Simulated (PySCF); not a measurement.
# C3H10BFS: runs on many settings, part 2 of 2

PySCF 2.14.0. Atoms count from 0. The steps go on from the part before.

## (5) J couplings: revPBE/6-31G*

What the job is given:

```
{"job": {"kind": "j", "xc": "revPBE", "basis": "6-31G*", "scf": {"max_cycle": 70}}, "charge": 0, "multiplicity": 1}
B     -1.305854    -0.733792    -0.577499
S     -0.698629    -0.050910     0.711423
C     -0.545303     1.340826     0.314899
C      0.721074    -0.480052     0.705189
C      1.314568    -0.307652    -0.332286
F      1.224254     0.060787     1.518078
H     -2.227742    -0.529113    -0.506500
H     -0.874467    -0.327682    -1.319022
H     -1.107782    -1.653455    -0.455918
H     -0.357553     1.390310    -0.531266
H      0.071615     1.705665     0.805526
H     -1.309200     1.723954     0.468539
H      0.695154    -1.324256     0.938070
H      1.393963     0.541539    -0.503011
H      0.887730    -0.698690    -0.979410
H      2.112094    -0.650324    -0.265940
```

With the program's defaults for keys left out, this is: revPBE/6-31G* indirect spin-spin coupling, non-relativistic, gas phase.

Log:

```text
final grid: 121904 points
cycle   1  E = -641.6996646616  dE =  4.291e+00  |g| = 1.088e+00  |ddm| = 4.671e+00
cycle   2  E = -641.5978525664  dE =  1.018e-01  |g| = 1.265e+00  |ddm| = 3.402e+00
cycle   3  E = -641.9982744126  dE = -4.004e-01  |g| = 1.316e-01  |ddm| = 2.255e+00
cycle   4  E = -642.0022737624  dE = -3.999e-03  |g| = 3.275e-02  |ddm| = 2.950e-01
cycle   5  E = -642.0024468611  dE = -1.731e-04  |g| = 1.502e-02  |ddm| = 5.400e-02
cycle   6  E = -642.0024864735  dE = -3.961e-05  |g| = 1.909e-03  |ddm| = 2.076e-02
cycle   7  E = -642.0024872617  dE = -7.881e-07  |g| = 3.769e-04  |ddm| = 3.735e-03
cycle   8  E = -642.0024872913  dE = -2.962e-08  |g| = 1.366e-04  |ddm| = 8.954e-04
cycle   9  E = -642.0024872959  dE = -4.576e-09  |g| = 2.979e-05  |ddm| = 2.897e-04
cycle  10  E = -642.0024872961  dE = -2.115e-10  |g| = 7.528e-06  |ddm| = 6.618e-05
converged SCF energy = -642.0024872961

Indirect spin-spin couplings (Hz)
  i      j    bonds     total        FC       PSO       DSO        SD
  0 B    1 S    1      7.456     7.667    -1.000     0.095     0.694
  0 B    2 C    2      0.305     0.577    -0.194    -0.041    -0.037
  0 B    3 C    2      0.602     0.726    -0.185     0.067    -0.007
  0 B    4 C    3      3.097     3.118    -0.060     0.054    -0.014
  0 B    5 F    3      7.315     9.212    -0.937    -0.960     0.000
  0 B    6 H    1     65.584    63.445    -1.162     2.435     0.866
  0 B    7 H    1     86.805    84.763    -1.435     2.590     0.887
  0 B    8 H    1     71.625    69.485    -1.235     2.498     0.877
  0 B    9 H    3      6.964     6.838    -0.318     0.463    -0.019
  0 B   10 H    3      6.588     7.346     0.415    -1.167    -0.006
  0 B   11 H    3      0.038     0.294     0.059    -0.301    -0.013
  0 B   12 H    3      1.026     1.082    -0.103     0.048     0.000
  0 B   13 H    4     -0.334    -0.185     0.076    -0.199    -0.026
  0 B   14 H    4      3.260     2.900    -0.627     1.060    -0.073
  0 B   15 H    4      1.525     1.771     0.400    -0.624    -0.022
  1 S    2 C    1      5.702     6.157    -0.543     0.088         -
  1 S    3 C    1     11.078    11.568    -0.628     0.138         -
  1 S    4 C    2      1.701     1.914    -0.212    -0.000         -
  1 S    5 F    2     32.000    35.911    -4.519     0.010     0.599
  1 S    6 H    2     -2.903    -2.836    -0.128     0.061         -
  1 S    7 H    2     -3.182    -2.930    -0.292     0.040         -
  1 S    8 H    2     -2.604    -2.576    -0.090     0.062         -
  1 S    9 H    2     -2.065    -1.964    -0.051    -0.049         -
  1 S   10 H    2     -2.114    -2.154     0.072    -0.032         -
  1 S   11 H    2     -0.860    -0.964     0.129    -0.025         -
  1 S   12 H    2      2.961     3.205    -0.286     0.042         -
  1 S   13 H    3      2.728     2.892    -0.144    -0.019         -
  1 S   14 H    3     -0.249    -0.033    -0.248     0.032         -
  1 S   15 H    3      4.392     4.677    -0.037    -0.249         -
  2 C    3 C    2     -0.132    -0.294     0.109     0.053         -
  2 C    4 C    3      5.580     5.569    -0.037     0.048         -
  2 C    5 F    3      3.823     4.518    -0.769     0.081    -0.007
  2 C    6 H    3     -0.100     0.019    -0.017    -0.102         -
  2 C    7 H    3     12.955    12.828    -0.200     0.327         -
  2 C    8 H    3     11.832    12.409     0.203    -0.780         -
  2 C    9 H    1    129.217   126.284     0.329     2.603         -
  2 C   10 H    1    117.081   113.751     0.703     2.627         -
  2 C   11 H    1    117.496   114.153     0.873     2.470         -
  2 C   12 H    3      3.795     4.399     0.489    -1.093         -
  2 C   13 H    4      1.423     0.946    -0.338     0.815         -
  2 C   14 H    4     -0.237    -0.213     0.050    -0.074         -
  2 C   15 H    4      0.257     0.447     0.405    -0.594         -
  3 C    4 C    1     51.371    52.375    -1.667     0.663         -
  3 C    5 F    1     50.028    25.506    12.509     2.323     9.691
  3 C    6 H    3     12.034    12.447     0.167    -0.580         -
  3 C    7 H    3      1.757     1.663    -0.175     0.270         -
  3 C    8 H    3      5.954     5.658    -0.234     0.530         -
  3 C    9 H    3      1.737     1.725    -0.117     0.129         -
  3 C   10 H    3      3.364     3.152    -0.188     0.400         -
  3 C   11 H    3      7.592     8.160     0.317    -0.885         -
  3 C   12 H    1    121.601   118.884    -1.362     4.079         -
  3 C   13 H    2     -3.776    -3.842    -0.222     0.289         -
  3 C   14 H    2     -2.676    -2.842    -0.257     0.422         -
  3 C   15 H    2     -2.124    -2.120    -0.251     0.247         -
  4 C    5 F    2     29.745    33.797    -3.487    -0.049    -0.516
  4 C    6 H    4      0.329     0.529     0.263    -0.464         -
  4 C    7 H    4      2.657     2.344    -0.235     0.548         -
  4 C    8 H    4      0.489     0.390    -0.026     0.125         -
  4 C    9 H    4      0.677     0.313    -0.220     0.584         -
  4 C   10 H    4      1.020     0.940    -0.054     0.134         -
  4 C   11 H    4      0.478     0.758     0.400    -0.680         -
  4 C   12 H    2     -0.843    -0.684    -0.018    -0.141         -
  4 C   13 H    1    122.873   119.483     0.735     2.654         -
  4 C   14 H    1    109.318   106.208     0.573     2.537         -
  4 C   15 H    1    119.876   116.411     0.994     2.471         -
  5 F    6 H    4      2.220     4.177     0.702    -2.828     0.169
  5 F    7 H    4      4.543     6.782     0.176    -2.282    -0.133
  5 F    8 H    4     -1.277     1.229    -0.255    -2.148    -0.103
  5 F    9 H    4     -0.206     0.517     0.998    -1.410    -0.311
  5 F   10 H    4      1.350     0.492    -1.839     3.157    -0.459
  5 F   11 H    4      4.097     5.802     0.845    -2.272    -0.279
  5 F   12 H    2     28.432    19.272    11.399    -0.922    -1.317
  5 F   13 H    3     34.802    34.272     0.251     0.311    -0.033
  5 F   14 H    3     86.743    91.192    -0.240    -4.177    -0.032
  5 F   15 H    3     23.239    22.718     0.871    -0.239    -0.111
  6 H    7 H    2    -12.218   -11.576     1.146    -1.788         -
  6 H    8 H    2    -13.434   -12.762     1.281    -1.953         -
  6 H    9 H    4      0.233     0.415    -0.163    -0.020         -
  6 H   10 H    4     -1.487     0.175     1.475    -3.137         -
  6 H   12 H    4     -1.061     0.144     0.810    -2.015         -
  6 H   13 H    5     -0.802     0.127     0.924    -1.853         -
  6 H   14 H    5     -0.410     0.014     0.523    -0.947         -
  6 H   15 H    5     -1.267    -0.175     1.498    -2.590         -
  7 H    8 H    2    -11.817   -11.206     1.086    -1.697         -
  7 H    9 H    4      1.539    -0.505    -2.761     4.805         -
  7 H   10 H    4     -0.575     0.477     1.123    -2.176         -
  7 H   11 H    4     -0.467     0.003     0.290    -0.759         -
  7 H   12 H    4     -0.886    -0.310     0.498    -1.075         -
  7 H   13 H    5      0.387    -0.163    -0.925     1.475         -
  7 H   14 H    5      1.352    -1.073    -3.470     5.894         -
  7 H   15 H    5     -0.782    -0.334     1.075    -1.524         -
  8 H   10 H    4      1.998     3.913     1.584    -3.499         -
  8 H   11 H    4     -1.113     0.544     1.239    -2.897         -
  8 H   12 H    4      1.261     0.065    -1.811     3.008         -
  8 H   13 H    5     -0.487     0.257     0.975    -1.719         -
  8 H   14 H    5      1.181    -0.037    -1.857     3.075         -
  8 H   15 H    5     -0.540    -0.129     0.732    -1.143         -
  9 H   10 H    2    -14.849   -13.713     2.722    -3.857         -
  9 H   11 H    2    -16.719   -15.653     2.837    -3.903         -
  9 H   12 H    4     -2.405    -0.673     1.822    -3.554         -
  9 H   13 H    5      2.329     0.139    -3.418     5.608         -
  9 H   14 H    5      0.821     0.056    -1.356     2.120         -
  9 H   15 H    5     -0.829    -0.293     1.220    -1.757         -
 10 H   11 H    2    -15.998   -14.932     2.837    -3.902         -
 10 H   12 H    4     -1.575     0.129     2.004    -3.708         -
 10 H   13 H    5      1.181    -0.218    -2.300     3.699         -
 10 H   14 H    5     -0.842    -0.031     0.986    -1.797         -
 10 H   15 H    5     -0.756    -0.134     1.096    -1.718         -
 11 H   12 H    4     -2.073     0.254     2.102    -4.428         -
 11 H   13 H    5     -0.641     0.030     1.141    -1.813         -
 11 H   14 H    5     -1.080     0.114     1.285    -2.478         -
 11 H   15 H    5     -1.712    -0.375     1.980    -3.317         -
 12 H   13 H    3     12.542    14.602     3.548    -5.608         -
 12 H   14 H    3      1.757     1.762     0.125    -0.129         -
 12 H   15 H    3      9.827     9.866    -0.176     0.136         -
 13 H   14 H    2    -16.249   -15.089     2.437    -3.596         -
 13 H   15 H    2    -15.966   -14.911     2.586    -3.641         -
 14 H   15 H    2    -16.417   -15.103     2.722    -4.036         -
```

Wall time 31 s (1 thread of Arm Neoverse N1, shared host); peak memory 0.5 GiB.

The run ended normally, but its values are not to be used for the molecule: all coordinates were scaled by 0.8. Its HOMO lies at -5.97 eV, against -8.10 eV in step 2 (PBE0/pcSseg-1), a different level, so the two don't compare directly.

## (6) Shielding tensors: PBE0/6-311G**

What the job is given:

```
{"job": {"kind": "nmr", "xc": "PBE0", "basis": "6-311G**", "pop": false, "scf": {"conv": 1e-08}}, "charge": 0, "multiplicity": 1}
B     -1.632318    -0.917240    -0.721874
S     -0.873286    -0.063638     0.889279
C     -0.681629     1.676032     0.393624
C      0.901342    -0.600065     0.881486
C      1.643210    -0.384565    -0.415357
F      1.530318     0.075984     1.897598
H     -2.784678    -0.661391    -0.633125
H     -1.093084    -0.409602    -1.648778
H     -1.384728    -2.066819    -0.569898
H     -0.446941     1.737887    -0.664083
H      0.089519     2.132081     1.006908
H     -1.636500     2.154942     0.585674
H      0.868943    -1.655320     1.172587
H      1.742454     0.676924    -0.628764
H      1.109663    -0.873362    -1.224263
H      2.640117    -0.812905    -0.332425
```

Method: GIAO PBE0/6-311G** NMR shielding, non-relativistic, gas phase.

Log:

```text
final grid: 121904 points
cycle   1  E = -642.7663109591  dE =  4.060e-01  |g| = 6.285e-01  |ddm| = 2.872e+00
cycle   2  E = -642.7236289857  dE =  4.268e-02  |g| = 8.211e-01  |ddm| = 1.008e+00
cycle   3  E = -642.8504255785  dE = -1.268e-01  |g| = 9.808e-02  |ddm| = 5.674e-01
cycle   4  E = -642.8521916615  dE = -1.766e-03  |g| = 3.712e-02  |ddm| = 9.720e-02
cycle   5  E = -642.8525133078  dE = -3.216e-04  |g| = 6.697e-03  |ddm| = 3.433e-02
cycle   6  E = -642.8525245779  dE = -1.127e-05  |g| = 1.555e-03  |ddm| = 8.776e-03
cycle   7  E = -642.8525250826  dE = -5.047e-07  |g| = 4.507e-04  |ddm| = 1.730e-03
cycle   8  E = -642.8525251258  dE = -4.315e-08  |g| = 1.167e-04  |ddm| = 4.648e-04
cycle   9  E = -642.8525251290  dE = -3.225e-09  |g| = 3.831e-05  |ddm| = 1.350e-04
converged SCF energy = -642.8525251290

GIAO shielding tensors (ppm)
atom      isotropic    diamagn.    paramagn.     s11        s22        s33       span
  0 B      130.255     195.183     -64.928    110.365    125.810    154.590     44.225
  1 S      442.223    1054.167    -611.944    283.615    418.605    624.448    340.833
  2 C      167.092     253.530     -86.437    144.073    163.595    193.609     49.536
  3 C       86.142     250.600    -164.458     47.502     79.944    130.980     83.477
  4 C      174.452     248.522     -74.070    159.829    173.662    189.865     30.036
  5 F      357.775     469.933    -112.158    281.900    386.643    404.782    122.882
  6 H       29.958      31.000      -1.041     26.697     28.087     35.090      8.393
  7 H       30.636      32.187      -1.551     27.515     29.380     35.013      7.498
  8 H       30.223      31.297      -1.074     27.108     27.728     35.833      8.724
  9 H       30.023      31.701      -1.678     26.084     28.720     35.266      9.182
 10 H       29.675      30.999      -1.324     24.439     27.844     36.742     12.303
 11 H       29.795      30.166      -0.371     25.217     26.863     37.305     12.088
 12 H       26.310      30.714      -4.404     24.119     25.581     29.231      5.112
 13 H       30.672      31.195      -0.522     26.176     30.988     34.852      8.676
 14 H       29.873      30.289      -0.417     24.000     30.525     35.093     11.092
 15 H       30.497      29.244       1.253     26.316     27.760     37.416     11.100
```

Run time: 40 s. Hardware: 1 thread of Arm Neoverse N1, shared host; peak memory 0.75 GiB.

In short: δ C3 104.2, C2 23.3, C4 15.9, B0 -24.7, H12 5.77, H9 2.25 ppm (means over like atoms).

## (7) Run by run: NMR shifts

Shifts (ppm) of some atoms, chosen among heavy atoms and hydrogens apart, means over like atoms, with basis size and wall time:

| run | C3 | C2 | C4 | H12 | H6 | B0 | F5 | functions | time |
| --- | --- | --- | --- | --- | --- | --- | --- | --- | --- |
| PBE0/pcSseg-1 | 105.4 | 23.5 | 16.2 | 5.69 | 1.68 | -27.9 | -188.5 | 159 | 48 s |
| PBE0/6-311G** | 104.2 | 23.3 | 15.9 | 5.77 | 1.81 | -24.7 | -191.2 | 176 | 40 s |

## (8) Summary of results

The summary covers parts 1 to 2.

```
                                                              quantity                                            value
                                13C shifts against TMS (PBE0/pcSseg-1)                            105.4, 23.5, 16.2 ppm
1H shifts against TMS (PBE0/pcSseg-1, means over atoms taken as alike)                       5.69, 2.26, 1.75, 1.68 ppm
                           11B shifts against BF3·OEt2 (PBE0/pcSseg-1)                                        -27.9 ppm
                                33S shifts against CS2 (PBE0/pcSseg-1)                                           62 ppm
                              19F shifts against CFCl3 (PBE0/pcSseg-1)                                       -188.5 ppm
                                 surface potential, least and greatest                               -1.28 V and 1.27 V
                                       lowest singlet (PBE0/def2-SVPD)                      6.78 eV (183 nm), f = 0.018
                              brightest single state of those computed                      state 4, 7.52 eV, f = 0.087
                                                        lowest triplet                                          6.13 eV
                                              range of the shift of B0                               -27.9 to -24.7 ppm
                                         property runs in this session  5, of which 1 failed and 1 gave unsound results
```

Single values in the summary come from the first run of each kind that ended normally (PBE0/pcSseg-1; PBE0/def2-SVPD), which need not be the best level. H12 (hydrogen on an sp3 CH bonded to F and S) lies farthest downfield among hydrogen, at 5.69 ppm; its carbon carries F, an electronegative neighbour. At PBE0/pcSseg-1: Shielding is most anisotropic at S1 (span 350 ppm, paramagnetic term -616 ppm). The lowest singlet, at 6.78 eV, is HOMO→LUMO 0.84, HOMO−2→LUMO 0.09 and is weak; of the 6 states computed, the strongest absorption comes from state 4 at 7.52 eV. The lowest triplet lies 0.65 eV below the lowest singlet (triplets in Tamm-Dancoff, singlets in full TDDFT). Among the atoms with a shift in every run: In ppm, B0 moves most: its shift spreads over 3.2 ppm, from -27.9 (PBE0/pcSseg-1) to -24.7 (PBE0/6-311G**).
